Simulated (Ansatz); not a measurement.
# Cs2LiYCl6: the cost of one run

Program: Ansatz 0.2.0. Level of theory: DFT r²SCAN, scalar-relativistic, plane waves, PAW. These are calculated values, not measurements.

4 further runs of the same task are left out: 1 that didn't finish, 3 set aside as unsound or not needed.

### 1 The starting structure

The cell holds 20 atoms (Cl12Cs4Li2PrY): a = 7.420 Å, b = 7.420 Å, c = 10.494 Å, α = 90.00°, β = 90.00°, γ = 90.00°.

The coordinates of this cell stand in the input of its own run.

The host was relaxed before at r²SCAN: a = 10.494 Å, b = 10.494 Å, c = 10.494 Å, α = 90.00°, β = 90.00°, γ = 90.00° (conventional cell), 28.891 Å³/atom.

Places, in fractions of the supercell: Pr in place of Y at (0.500, 0.500, 0.500). The start keeps the symmetry of the ideal site.

### 2 Band edges of the host over the zone

Input file input.yaml:

```yaml
crystal:
  lattice:
    - [0.0, 5.2470103486, 5.2470103486]
    - [5.2470103486, 0.0, 5.2470103486]
    - [5.2470103486, 5.2470103486, 0.0]
  atoms:
    - { symbol: Cs, position: [0.75, 0.75, 0.75] }
    - { symbol: Cs, position: [0.25, 0.25, 0.25] }
    - { symbol: Li, position: [0.5, 0.5, 0.5] }
    - { symbol: "Y", position: [0.0, 0.0, 0.0] }
    - { symbol: Cl, position: [0.7489704225, 0.2510295775, 0.2510295775] }
    - { symbol: Cl, position: [0.2510295775, 0.2510295775, 0.7489704225] }
    - { symbol: Cl, position: [0.2510295775, 0.7489704225, 0.7489704225] }
    - { symbol: Cl, position: [0.2510295775, 0.7489704225, 0.2510295775] }
    - { symbol: Cl, position: [0.7489704225, 0.2510295775, 0.7489704225] }
    - { symbol: Cl, position: [0.7489704225, 0.7489704225, 0.2510295775] }
basis:
  ecutwfc: 500
  xc_grid: 3
kpoints:
  mp_grid: { grid: [4, 4, 4] }
  band_path: { path: [VBM, CBM], npoints: 2 }
hamiltonian:
  xc: r2scan
scf:
  occupations: { method: gaussian, width: 0.02 }
output:
  forces: true
  stress: true
  eigenvalues: true
```

On the command line:

```
> ansatz run input.yaml --threads 8 --pin off --max-ram 14336MiB --backend cpu --events-out ev --progress --plain --runs-dir out
```

**Question.** How long does this run take on 8 threads of Intel Xeon at 2.70GHz, shared host, and how much memory does it need?

About 12 s, with a peak of 1.5 GiB.
